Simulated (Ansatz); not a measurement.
# Ti3Se: the cost of one run

Computed with Ansatz 0.2.0 (DFT PBE, scalar-relativistic, plane waves, PAW, unless a step's input says otherwise).

2 further runs of the same task are left out: 1 that didn't finish, 1 set aside as unsound or not needed.

### 1 The structure to begin with

Symmetry: Fm-3m, No. 225, cubic system. Conventional cell: a = 7.236 Å, b = 7.236 Å, c = 7.236 Å, α = 90.00°, β = 90.00°, γ = 90.00°. Ti (site symmetry -43m) has 4 Ti at 3.13 Å and 4 Se at 3.13 Å as nearest neighbours. Ti (site symmetry m-3m) has 8 Ti at 3.13 Å as nearest neighbours. Around Se (site symmetry m-3m) lie 8 Ti at 3.13 Å.

Coordinates:

```
Ti Se
1.0
     0.00000    3.61823    3.61823
     3.61823    0.00000    3.61823
     3.61823    3.61823    0.00000
Ti Se
3 1
Direct
  0.25000 0.25000 0.25000
  0.50000 0.50000 0.50000
  0.75000 0.75000 0.75000
  0.00000 0.00000 0.00000
```

A structure generator made this guess: species swapped into a database cell of Eu3Mg (Fm-3m, No. 225), with Ti on the Eu sites and Se on the Mg sites. The dimensions are guesses.

### 2 The guess as it stands, on a coarse mesh

input.yaml

```yaml
crystal:
  lattice:
    - [0.0, 3.61823274, 3.61823274]
    - [3.61823274, 0.0, 3.61823274]
    - [3.61823274, 3.61823274, 0.0]
  atoms:
    - { symbol: Ti, position: [0.25, 0.25, 0.25], spin: 1.0 }
    - { symbol: Ti, position: [0.5, 0.5, 0.5], spin: 1.0 }
    - { symbol: Ti, position: [0.75, 0.75, 0.75], spin: 1.0 }
    - { symbol: Se, position: [0.0, 0.0, 0.0] }
basis:
  ecutwfc: 420
kpoints:
  mp_grid: { grid: [4, 4, 4] }
hamiltonian:
  xc: pbe
scf:
  occupations: { method: gaussian, width: 0.1 }
  lower_state_search: "off"
output:
  forces: true
  stress: true
  eigenvalues: true
  populations: true
magnetization:
  spin_polarized: true
```

Launch:

```sh
> ansatz run input.yaml --threads 1 --pin off --max-ram 2048MiB --backend cpu --events-out ev --progress --plain --runs-dir out
```

Q: Estimate wall time and peak memory on 1 thread of Intel Xeon Platinum 8375C at 2.90GHz (Ice Lake), shared host.

About 8.3 s, with a peak of 0.43 GiB.
